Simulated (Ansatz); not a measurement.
# CH3BFI: how energies converge with the basis set

One table from this session's results is given with a row withheld; the runs are named, their logs left out.

Method: one geometry, several basis sets; program: Ansatz 0.2.0, Gaussian basis.

Plan: PBE0-D4/def2-SVP; ωB97M-V/def2-SVP; PBE0-D4/def2-QZVPP; ωB97M-V/def2-QZVPP; the functionals' def2-TZVPP values are taken from earlier runs.

1 further run of the same task is left out (for a known fault of the program).

### The relaxed structure

An earlier PBE0-D4 in a triple-zeta def2 set relaxation fixed the geometry. I takes the def2 core potential; no spin-orbit term is included.

SMILES `FCBI`, 7 atoms, charge 0, spin multiplicity 1.

Atoms are counted from 1 here; the program's logs count them from 0.

Bond lengths: F1–C2 1.379 Å, C2–B3 1.553 Å, C2–H5 1.101 Å, C2–H6 1.101 Å, B3–I4 2.099 Å, B3–H7 1.191 Å. Angles: F1–C2–B3 116.6°, F1–C2–H5 108.5°, F1–C2–H6 108.5°, B3–C2–H5 108.6°, B3–C2–H6 108.6°, H5–C2–H6 105.5°, C2–B3–I4 122.4°, C2–B3–H7 119.6°, I4–B3–H7 118.0°.

The first run:

File in.yaml:

```yaml
crystal:
  periodic: [false, false, false]
  atoms:
    - {symbol: F, position_ang: [-0.289341, -1.631555, -0.564515]}
    - {symbol: C, position_ang: [-0.150924, -0.264312, -0.673553]}
    - {symbol: B, position_ang: [0.192903, 0.504957, 0.630657]}
    - {symbol: I, position_ang: [0.439388, -0.464991, 2.475994]}
    - {symbol: H, position_ang: [0.626815, -0.050063, -1.422922]}
    - {symbol: H, position_ang: [-1.082325, 0.149504, -1.090164]}
    - {symbol: H, position_ang: [0.324786, 1.688359, 0.598802]}
basis:
  gaussian: {orbitals: def2-SVP}
hamiltonian: {xc: pbe0, dispersion: d4}
output: {orbitals: {seedname: orbitals}}
```

Run with:

```console
> ansatz run in.yaml --threads 2 --pin off --events-out ev --progress --plain --max-ram 4352MiB
```

Among the steps run: PBE0-D4 in def2-SVP; ωB97M-V in def2-SVP; PBE0-D4 in def2-QZVPP; ωB97M-V in def2-QZVPP.

One table of the session follows, with a row left open; its other results are not shown here.

It belongs to the step «Functionals by basis». 

| functional | basis | HOMO (eV) | LUMO (eV) |
| --- | --- | --- | --- |
| PBE0-D4 | def2-SVP | -7.49 | -1.86 |
| PBE0-D4 | def2-TZVPP | ? | ? |
| PBE0-D4 | def2-QZVPP | -7.58 | -1.92 |
| ωB97M-V | def2-SVP | -9.61 | 0.17 |
| ωB97M-V | def2-TZVPP | -9.72 | 0.06 |
| ωB97M-V | def2-QZVPP | -9.73 | 0.03 |

Q: Estimate the row for PBE0-D4, def2-TZVPP from the others.

The run gave: HOMO (eV): -7.57; LUMO (eV): -1.90. In the column «HOMO (eV)» it lies between PBE0-D4, def2-QZVPP (-7.58) and PBE0-D4, def2-SVP (-7.49).
